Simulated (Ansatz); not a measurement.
# Cu12HF: the cost of one run

Method: DFT PBE, scalar-relativistic, plane waves, PAW, in Ansatz 0.2.0.

10 further runs of the same task are left out: 10 set aside as unsound or not needed. Runs told in other sessions of the task aren't counted.

## Step 1: The starting structure

It takes space group Cm (No. 8, monoclinic). The conventional cell has a = 8.889 Å, b = 5.132 Å, c = 22.122 Å, α = 90.00°, β = 90.00°, γ = 90.00°. Around Cu (site symmetry m) lie 9 Cu at 2.54 to 2.57 Å. Cu (site symmetry 1) is surrounded by 9 Cu at 2.54 to 2.57 Å. Cu (site symmetry m) has 12 Cu at 2.54 to 2.57 Å in its first shell of neighbours. Around Cu (site symmetry 1) lie 12 Cu at 2.54 to 2.57 Å. Cu (site symmetry 1) is surrounded by 1 F at 1.52 Å. Cu (site symmetry m) is surrounded by 9 Cu at 2.54 to 2.57 Å and 1 F at 2.54 Å. Only part of the 11 independent sites is listed.

As a file:

```xyz
14
Lattice="5.1320 0.0000 0.0000 -2.5660 4.4444 0.0000 0.0000 0.0000 22.1216" Properties=species:S:1:pos:R:3 pbc="T T T"
Cu    1.2830    0.7407    4.0000
Cu    0.0000    2.9629    4.0000
Cu    3.8490    0.7407    4.0000
Cu    2.5660    2.9629    4.0000
Cu    0.0000    1.4815    6.0607
Cu   -1.2830    3.7037    6.0607
Cu    2.5660    1.4815    6.0607
Cu    1.2830    3.7037    6.0607
Cu    0.0000    0.0000    8.1216
Cu   -1.2830    2.2222    8.1216
Cu    2.5660    0.0000    8.1216
Cu    1.2830    2.2222    8.1216
F     0.8071    1.0155    8.9216
H     1.7589    0.4660    8.9216
```

This is the geometry of the first run shown, built on a cell relaxed beforehand with the same method.

## Step 2: What is varied

Atoms count from 1 in the order of the input.

HF lies flat over one site of a rigid substrate while its bond length and height are varied.

First coordinate, distance F13-H14: 8 values from 0.830 to 2.830 Å. Second coordinate, height of the HF axis above the plane of Cu9: 8 values from 0.80 to 3.60 Å.

Nothing else is relaxed. Points are written as (first, second).

## Step 3: Grid point (1.099 Å, 0.80 Å)

A dipole layer in the vacuum cancels the field that periodic copies would set up if the slab's two faces differ.

File input.yaml:

```yaml
crystal:
  lattice:
    - [5.1319544646, 0.0, 0.0]
    - [-2.5659772323, 4.4444029374, 0.0]
    - [0.0, 0.0, 22.1215701967]
  atoms:
    - { symbol: Cu, position: [0.3333333333, 0.1666666667, 0.1808189909] }
    - { symbol: Cu, position: [0.3333333333, 0.6666666667, 0.1808189909] }
    - { symbol: Cu, position: [0.8333333333, 0.1666666667, 0.1808189909] }
    - { symbol: Cu, position: [0.8333333333, 0.6666666667, 0.1808189909] }
    - { symbol: Cu, position: [0.1666666667, 0.3333333333, 0.2739718312] }
    - { symbol: Cu, position: [0.1666666667, 0.8333333333, 0.2739718312] }
    - { symbol: Cu, position: [0.6666666667, 0.3333333333, 0.2739718312] }
    - { symbol: Cu, position: [0.6666666667, 0.8333333333, 0.2739718312] }
    - { symbol: Cu, position: [0.0, 0.0, 0.3671335319] }
    - { symbol: Cu, position: [0.0, 0.5, 0.3671335319] }
    - { symbol: Cu, position: [0.5, 0.0, 0.3671335319] }
    - { symbol: Cu, position: [0.5, 0.5, 0.3671335319] }
    - { symbol: F, position: [0.271514006, 0.228485994, 0.40329733] }
    - { symbol: H, position: [0.3951526607, 0.1048473393, 0.40329733] }
basis:
  ecutwfc: 420
kpoints:
  mp_grid: { grid: [6, 6, 1] }
hamiltonian:
  xc: pbe
  pseudopotentials: { kind: paw, azcp: { folder: soft_1 } }
scf:
  occupations: { method: gaussian, width: 0.1 }
output:
  forces: true
  eigenvalues: true
efield:
  axis: 3
  dipole_correction: true
  ramp_width: 0.04
```

Started as:

```sh
$ ansatz run input.yaml --threads 4 --pin off --max-ram 12288MiB --backend cpu --events-out ev --progress --plain --runs-dir out
```

**Question.** How long does this run take on 4 threads of Arm Neoverse N1, shared host, and how much memory does it need?

About 59 s, with a peak of 1.8 GiB.
